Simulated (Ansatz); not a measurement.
# CH₆BrNOSi: one species, many methods

An exercise on one series of results from a longer session: the logs are not shown, and one member is left open.

Computed with Ansatz 0.2.0, Gaussian basis. Level: functionals in def2-TZVPP, the program's frozen cores in correlated methods.

The runs, in order: PBE-D4, r2SCAN-D4, PBE0-D4, B3LYP-D4, ωB97X-V, ωB97M-V, B2PLYP; CCSD(T)/def2-TZVPP; MP2/def2-QZVPP; extrapolation to the limit.

### Structure used throughout

The geometry comes from an earlier relaxation with PBE0-D4 in a triple-zeta def2 set; it is a stationary point, not always the lowest conformer.

SMILES `N[SiH](O)CBr`, 11 atoms, charge 0, spin multiplicity 1.

Atoms are counted from 1 here; the program's logs count them from 0.

Bond lengths: N1–Si2 1.697 Å, N1–H6 1.008 Å, N1–H7 1.007 Å, Si2–O3 1.647 Å, Si2–C4 1.877 Å, Si2–H8 1.489 Å, O3–H9 0.958 Å, C4–Br5 1.950 Å, C4–H10 1.090 Å, C4–H11 1.090 Å. Angles: Si2–N1–H6 118.9°, Si2–N1–H7 120.7°, H6–N1–H7 111.4°, N1–Si2–O3 112.4°, N1–Si2–C4 107.4°, N1–Si2–H8 109.4°, O3–Si2–C4 110.8°, O3–Si2–H8 108.7°, C4–Si2–H8 108.1°, Si2–O3–H9 118.1°, Si2–C4–Br5 110.6°, Si2–C4–H10 112.9°, Si2–C4–H11 111.8°, Br5–C4–H10 106.1°, Br5–C4–H11 106.3°, H10–C4–H11 108.8°.

As a file:

```mol
CH6BrNOSi
  3D, bonds by distance, orders not assigned

 11 10  0  0  0  0  0  0  0  0999 V2000
   -1.4626    0.8229    0.1671 N   0  0
   -0.0793    0.1700   -0.5685 Si  0  0
    1.1043    1.2940   -0.7873 O   0  0
    0.5278   -1.2316    0.5233 C   0  0
    0.7968   -0.6102    2.3519 Br  0  0
   -1.4494    1.0004    1.1596 H   0  0
   -2.0348    1.4937   -0.3188 H   0  0
   -0.4459   -0.4014   -1.8940 H   0  0
    1.8190    1.0860   -1.3905 H   0  0
    1.4857   -1.6369    0.1981 H   0  0
   -0.1963   -2.0439    0.5797 H   0  0
  1  2  8  0
  2  3  8  0
  2  4  8  0
  4  5  8  0
  1  6  8  0
  1  7  8  0
  2  8  8  0
  3  9  8  0
  4 10  8  0
  4 11  8  0
M  END
```

Set-up of the first run:

in.yaml reads:

```yaml
crystal:
  periodic: [false, false, false]
  atoms:
    - {symbol: N, position_ang: [-1.462609, 0.822917, 0.167070]}
    - {symbol: Si, position_ang: [-0.079251, 0.169954, -0.568469]}
    - {symbol: O, position_ang: [1.104272, 1.293971, -0.787323]}
    - {symbol: C, position_ang: [0.527791, -1.231618, 0.523306]}
    - {symbol: Br, position_ang: [0.796826, -0.610160, 2.351854]}
    - {symbol: H, position_ang: [-1.449424, 1.000446, 1.159643]}
    - {symbol: H, position_ang: [-2.034807, 1.493715, -0.318827]}
    - {symbol: H, position_ang: [-0.445883, -0.401382, -1.893999]}
    - {symbol: H, position_ang: [1.818997, 1.085991, -1.390546]}
    - {symbol: H, position_ang: [1.485666, -1.636893, 0.198133]}
    - {symbol: H, position_ang: [-0.196281, -2.043940, 0.579657]}
basis:
  gaussian: {orbitals: def2-TZVPP}
hamiltonian: {xc: pbe, dispersion: d4}
output: {forces: true, orbitals: {seedname: orbitals}}
```

Run with:

```bash
> ansatz run in.yaml --threads 2 --pin off --events-out ev --progress --plain --max-ram 22528MiB --backend cpu
```

Among the steps run: PBE-D4 (GGA); r2SCAN-D4 (meta-GGA); PBE0-D4 (hybrid); B3LYP-D4 (hybrid); ωB97X-V (range-separated); ωB97M-V (range-separated); B2PLYP (double hybrid); CCSD(T) in def2-TZVPP; MP2 in def2-QZVPP.

One table of the session follows, with a row left open; its other results are not shown here.

It belongs to the step «Atomisation energies». 

```
            method  atomisation energy (kJ/mol)
            PBE-D4                       3957.3
         r2SCAN-D4                            ?
           PBE0-D4                       3884.8
          B3LYP-D4                       3894.5
           ωB97X-V                       3913.4
           ωB97M-V                       3913.0
            B2PLYP                       3852.4
     HF/def2-TZVPP                       2751.9
    MP2/def2-TZVPP                       3862.8
   CCSD/def2-TZVPP                       3734.0
CCSD(T)/def2-TZVPP                       3794.1
           MP2/CBS                       3988.4
       CCSD(T)/CBS                       3919.7
```

**Question.** Estimate the row for r2SCAN-D4.

**Answer.** atomisation energy (kJ/mol): 3898.3. In the column «atomisation energy (kJ/mol)» it lies between B3LYP-D4 (3894.5) and ωB97M-V (3913.0).
